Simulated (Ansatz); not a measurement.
# H6O2SSi: the cost of one run

Method: PBE0-D4/def2-SVP; program: Ansatz 0.2.0, Gaussian basis.

**1. Where the work starts**

The start, a first-order saddle point found at PBE0-D4 in triple zeta: 10 atoms, charge 0, spin multiplicity 1.

Atoms are counted from 1 here; the program's logs count them from 0.

Bond lengths: Si1–H3 1.473 Å, Si1–H4 1.477 Å, Si1–O5 1.676 Å, Si1–O7 1.836 Å, S2–H8 1.342 Å, O5–H9 0.959 Å, H6–O7 1.059 Å, O7–H10 0.966 Å. Angles: H3–Si1–H4 126.9°, H3–Si1–O5 96.8°, H3–Si1–O7 116.6°, H4–Si1–O5 103.2°, H4–Si1–O7 111.2°, O5–Si1–O7 92.2°, Si1–O5–H9 116.7°, Si1–O7–H6 96.0°, Si1–O7–H10 117.1°, H6–O7–H10 119.6°.

Coordinates:

```
Si   -0.0624   -0.4457   -0.4837
S     0.9980   -0.8979    1.7641
H     1.3140   -0.4078   -1.0069
H    -0.8809   -1.6477   -0.2275
O    -0.8028    0.2457   -1.8187
H     0.0628    0.6824    1.4153
O    -0.5659    0.9440    0.6046
H     2.1999   -0.3983    1.4378
H    -1.7438    0.0915   -1.9174
H    -0.5190    1.8339    0.2322
```

**2. The run**

Input file md/in.yaml:

```yaml
crystal:
  periodic: [false, false, false]
  atoms:
    - {symbol: Si, position_ang: [-0.062399, -0.445730, -0.483661]}
    - {symbol: S, position_ang: [0.997954, -0.897944, 1.764142]}
    - {symbol: H, position_ang: [1.313983, -0.407827, -1.006850]}
    - {symbol: H, position_ang: [-0.880921, -1.647682, -0.227467]}
    - {symbol: O, position_ang: [-0.802759, 0.245712, -1.818722]}
    - {symbol: H, position_ang: [0.062803, 0.682433, 1.415349]}
    - {symbol: O, position_ang: [-0.565892, 0.944031, 0.604602]}
    - {symbol: H, position_ang: [2.199919, -0.398272, 1.437786]}
    - {symbol: H, position_ang: [-1.743765, 0.091530, -1.917392]}
    - {symbol: H, position_ang: [-0.519022, 1.833949, 0.232211]}
basis:
  gaussian: {orbitals: def2-SVP}
hamiltonian: {xc: pbe0, dispersion: d4}
md: {n_steps: 60, timestep: 1.0, temperature: 700, ensemble: nvt_langevin, seed: 587, friction: 0.01, initial_velocities: maxwell_boltzmann}
```

Run with:

```
$ ansatz run in.yaml --threads 4 --pin off --events-out ev --progress --plain --max-ram 9574MiB
```

**Question.** How long does this run take on 4 threads of Intel Xeon Platinum 8259CL at 2.50GHz, shared host?

About 92 s.
